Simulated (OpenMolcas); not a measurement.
# GaHSCl (SMILES [SH][Ga][Cl]): levels of theory compared

Wanted: a comparison of 3 runs (UHF/def2-SVP, UB3LYP/6-31G*, ROCCSD/cc-pVDZ) of GaHSCl. 

Program for the calculation: OpenMolcas 26.06.

2 further runs of the same task are left out: 1 that didn't finish, 1 set aside as unsound or not needed.

### 1 The molecule

GaHSCl: 4 atoms, total charge 0, spin state doublet. SMILES: `[SH][Ga][Cl]`. The shape is that of a PBE0-D4/def2-TZVP optimisation.

Bond lengths: S1–Ga2 2.233 Å, Ga2–Cl3 2.170 Å, S1–H4 1.346 Å. Angles: S1–Ga2–Cl3 116.7°, Ga2–S1–H4 90.9°.

### 2 Energy and forces at UHF/def2-SVP (run 1)

File job.input:

```
* ClGaHS Hartree-Fock

&GATEWAY
  BASLIB
  $CurrDir
  COORD
  4
  angstrom
  S       -1.045400       0.685400      -0.952900
  Ga       0.031200      -1.171000      -0.334800
  Cl       1.459900      -0.975000       1.287000
  H       -0.390100       1.400400      -0.019500
  BASIS
  def2-SVP
  GROUP
  NoSym

&SEWARD

&SCF
  UHF
  SPIN
  2
  THRESHOLDS
  1e-10 1e-07 1e-07 1e-05
  PRORBITALS
  1 2

&ALASKA
```

The basis set def2-SVP is read from a file made from the Basis Set Exchange's data (not shown).

On the command line:

```bash
$ export MOLCAS_MEM=1860
$ pymolcas job.input > job.log
```

Output:

```text
--- Start Module: gateway ---
[...]
--- Stop Module: gateway /rc=_RC_ALL_IS_WELL_ ---
[...]
      Basis functions           73
[...]
--- Start Module: scf ---
[...]
       Convergence after  16 Iterations
[...]
::    Total SCF energy                              -2780.4220043069
[...]
      Total spin, S                                     0.5036637124
[...]
      Total electronic charge=   65.000000
      Total            charge=   -0.000000
[...]
      Dipole Moment (debye):
      Origin of the operator (angstrom)=    0.1416   -0.6684   -0.0625
                   X= -4.4688E-01               Y= -7.1925E-01               Z= -7.0469E-01           Total=  1.1016E+00
      Quadrupole Moment (debye*angstrom):
[...]
--- Stop Module: scf /rc=_RC_ALL_IS_WELL_ ---
[...]
--- Start Module: alaska ---
[...]
 *              Molecular gradients               *
 **************************************************
  Irreducible representation: a
 ------------------------------------------------------------------------------------------
                              X                       Y                       Z
 ------------------------------------------------------------------------------------------
  S1               -4.32207624333003E-03   -2.25508627658755E-03   -5.41915312121333E-03
  GA2               2.54940212551258E-03    3.93727277039702E-03    3.98205822067155E-03
  CL3              -2.06035436518093E-03   -9.23020692540688E-04   -2.53527463542369E-03
  H4                3.83302848314537E-03   -7.59165801274442E-04    3.97236953592817E-03
 ------------------------------------------------------------------------------------------
--- Stop Module: alaska /rc=_RC_ALL_IS_WELL_ ---
[...]
```

Run time: 12 s. Hardware: 1 thread of AMD EPYC, shared host; peak memory 0.42 GiB.

### 3 Energy and forces at UB3LYP/6-31G(d) (spherical functions) (run 2)

File test.inp:

```
&GATEWAY
  BASLIB=$CurrDir
  COORD
  4
  angstrom
  S       -1.045400       0.685400      -0.952900
  Ga       0.031200      -1.171000      -0.334800
  Cl       1.459900      -0.975000       1.287000
  H       -0.390100       1.400400      -0.019500
  BASIS=6-31Gs
  GROUP=NoSym

&SEWARD
  GRIDINPUT
  Grid=UltraFine
  End of Grid

&SCF
  UHF
  SPIN=2
  KSDFT=B3LYP
  THRESHOLDS=1e-10 1e-07 1e-07 1e-05
  PRORBITALS=0

&ALASKA
```

The basis set 6-31G* is read from a file made from the Basis Set Exchange's data (not shown).

On the command line:

```bash
$ export MOLCAS_MEM=1860
$ pymolcas test.inp > test.log
```

Output:

```text
--- Start Module: gateway ---
[...]
--- Stop Module: gateway /rc=_RC_ALL_IS_WELL_ ---
[...]
      Basis functions           70
[...]
--- Start Module: scf ---
[...]
       Convergence after  14 Iterations
[...]
::    Total KS-DFT energy                           -2783.6685992088
[...]
      Total spin, S                                     0.5012888750
[...]
      Total electronic charge=   65.000000
      Total            charge=   -0.000000
[...]
      Dipole Moment (debye):
      Origin of the operator (angstrom)=    0.1416   -0.6684   -0.0625
                   X= -5.1562E-01               Y= -2.6569E-01               Z= -6.4332E-01           Total=  8.6621E-01
      Quadrupole Moment (debye*angstrom):
[...]
--- Stop Module: scf /rc=_RC_ALL_IS_WELL_ ---
[...]
--- Start Module: alaska ---
[...]
 *              Molecular gradients               *
 **************************************************
  Irreducible representation: a
 ------------------------------------------------------------------------------------------
                              X                       Y                       Z
 ------------------------------------------------------------------------------------------
  S1                5.93991302972441E-03   -5.38873368947534E-03    4.87150236950384E-03
  GA2               2.53736925703762E-03    9.00217893183353E-03    5.49236543123399E-03
  CL3              -6.96141227270530E-03   -8.42894513856329E-04   -7.87085043085511E-03
  H4               -1.51587001403941E-03   -2.77055072846810E-03   -2.49301736992846E-03
 ------------------------------------------------------------------------------------------
--- Stop Module: alaska /rc=_RC_ALL_IS_WELL_ ---
[...]
```

It took 41 s on 1 thread of AMD EPYC, shared host; peak memory 0.42 GiB.

### 4 A single-point energy at ROCCSD/cc-pVDZ (run 3)

File run.input:

```
&gateway
  baslib=$CurrDir
  coord
  4
  angstrom
  S       -1.045400       0.685400      -0.952900
  Ga       0.031200      -1.171000      -0.334800
  Cl       1.459900      -0.975000       1.287000
  H       -0.390100       1.400400      -0.019500
  basis=cc-pVDZ
  group=NoSym

&seward

&scf
  uhf
  spin=2
  thresholds=1e-10 1e-07 1e-07 1e-05
  prorbitals=1

&rasscf
  fileorb=$Project.UnaOrb
  spin=2
  nactel=1 0 0
  inactive=32
  ras2=1
  outorbitals=Canonical
  orblisting=NoCore

&motra
  jobiph
  frozen=19

&ccsdt
  ccsd
  iterations=80
  accuracy=1e-08
  extrapolation=5 4
```

The basis set cc-pVDZ is read from a file made from the Basis Set Exchange's data (not shown).

On the command line:

```bash
$ export MOLCAS_MEM=1860
$ pymolcas run.input > run.log
```

Output:

```text
--- Start Module: gateway ---
[...]
--- Stop Module: gateway /rc=_RC_ALL_IS_WELL_ ---
[...]
      Basis functions           68
[...]
       Convergence after  17 Iterations
[...]
::    Total SCF energy                              -2780.9147305091
[...]
      Total spin, S                                     0.5039252239
[...]
      Number of active orbitals                  1
[...]
      Spin quantum number                      0.5
[...]
      Active orbitals                            1
[...]
      Number of CSFs                             1
[...]
      Number of root(s) required                 1
[...]
      Convergence after  8 iterations
[...]
      printout of CI-coefficients larger than  0.05 for root  1
      energy=   -2780.912889
      conf/sym  1     Coeff  Weight
             1  u   1.00000 1.00000
      Natural orbitals and occupation numbers for root  1
      sym 1:   1.000000
      ************************************************************************************************************************
      *                                                    Final results                                                     *
[...]
::    RASSCF root number  1 Total energy:  -2780.91288853
[...]
      Total electronic charge=   65.000000
      Total            charge=   -0.000000
[...]
      Dipole Moment (debye):
      Origin of the operator (angstrom)=    0.1416   -0.6684   -0.0625
                   X= -5.6054E-01               Y= -7.7697E-01               Z= -8.4645E-01           Total=  1.2784E+00
      Quadrupole Moment (debye*angstrom):
[...]
--- Start Module: motra ---
[...]
--- Stop Module: motra /rc=_RC_ALL_IS_WELL_ ---
--- Start Module: ccsdt ---
[...]
      Convergence after                    15  Iterations
      Total energy (diff) :   -2781.27339689       0.00000000
[...]
--- Stop Module: ccsdt /rc=_RC_ALL_IS_WELL_ ---
[...]
```

Run time: 22 s. Hardware: 1 thread of AMD EPYC, shared host; peak memory 0.41 GiB.

### 5 Overview of the runs

```tsv
run	level	integration grid	task	energy (Eh)	dipole moment (D)	HOMO energy (eV)	LUMO energy (eV)	wall time
1	UHF/def2-SVP	–	gradient	-2780.422004	1.10	-9.17	0.03	12 s
2	UB3LYP/6-31G* (spherical functions)	UltraFine	gradient	-2783.668599	0.87	-6.47	-4.13	41 s
3	ROCCSD/cc-pVDZ	–	energy	-2781.273397	–	–	–	22 s
```

### 6 Results

| quantity | value |
| --- | --- |
| run 3: total energy | -2781.27340 Eh |

All runs together took 74 s, the longest 41 s.
